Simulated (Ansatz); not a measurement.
# CH4AlClSi: the cost of one run

Program: Ansatz 0.2.0. Level of theory: RKS PBE-D4/def2-SVP. These are calculated values, not measurements.

### Step 1. Starting geometry

SMILES `Cl[SiH]1[CH2][AlH]1`, 8 atoms, charge 0, spin multiplicity 1.

Atoms are counted from 1 here; the program's logs count them from 0.

Bond lengths: Cl1–Si2 2.101 Å, Si2–C3 1.933 Å, Si2–Al4 2.355 Å, Si2–H5 1.508 Å, C3–Al4 1.978 Å, C3–H6 1.110 Å, C3–H7 1.118 Å, Al4–H8 1.597 Å. Angles: Cl1–Si2–C3 111.6°, Cl1–Si2–Al4 115.8°, Cl1–Si2–H5 108.1°, C3–Si2–Al4 53.9°, C3–Si2–H5 116.9°, Al4–Si2–H5 135.2°, Si2–C3–Al4 74.0°, Si2–C3–H6 121.4°, Si2–C3–H7 108.5°, Al4–C3–H6 127.9°, Al4–C3–H7 111.8°, H6–C3–H7 108.7°, Si2–Al4–C3 52.1°, Si2–Al4–H8 164.1°, C3–Al4–H8 142.9°.

Geometry (Å):

| atom | x (Å) | y (Å) | z (Å) |
| --- | --- | --- | --- |
| Cl1 | -2.2152 | 1.5598 | -0.2933 |
| Si2 | -0.4809 | 0.5330 | -0.8884 |
| C3 | 0.6928 | 0.1910 | 0.6090 |
| Al4 | -0.1187 | -1.5521 | 0.1440 |
| H5 | 0.1115 | 1.2603 | -2.0686 |
| H6 | 0.5961 | 0.7552 | 1.5595 |
| H7 | 1.7499 | 0.2647 | 0.2538 |
| H8 | -0.2431 | -3.0689 | 0.6284 |

This geometry comes from a loose relaxation at PBE in a small basis, which is not shown.

### Step 3. Plan of the scan

- bond length C3–H6: 13 values from 0.931 to 1.440 Å
- bond length C3–H7: 13 values from 0.987 to 1.402 Å

Nothing else is relaxed (all other coordinates rigid). Energies count from the relaxed molecule at the same level. Points are written as (first, second).

(The set-up runs are not shown.)

### Step 4. Point (1.271 Å, 1.160 Å)

input.yaml

```yaml
crystal:
  periodic: [false, false, false]
  atoms:
    - { symbol: Cl, position_ang: [-2.258884, 1.370238, -0.308921] }
    - { symbol: Si, position_ang: [-0.418134, 0.543863, -0.917963] }
    - { symbol: C, position_ang: [0.679371, 0.211384, 0.625684] }
    - { symbol: Al, position_ang: [-0.114776, -1.530879, 0.14792] }
    - { symbol: H, position_ang: [0.119379, 1.400934, -2.036001] }
    - { symbol: H, position_ang: [0.680976, 0.924219, 1.677969] }
    - { symbol: H, position_ang: [1.761762, 0.140937, 0.214508] }
    - { symbol: H, position_ang: [-0.321417, -3.028623, 0.662513] }
basis:
  gaussian: { orbitals: def2-SVP }
hamiltonian:
  xc: pbe
  dispersion: d4
output:
  forces: true
```

On the command line:

```console
> ansatz run input.yaml --threads 1 --pin off --max-ram 2560MiB --backend cpu --events-out ev --progress --plain --runs-dir out
```

What time and memory should one allow on 1 thread of Arm Neoverse V1, shared host?

About 2.7 s, with a peak of 0.12 GiB.
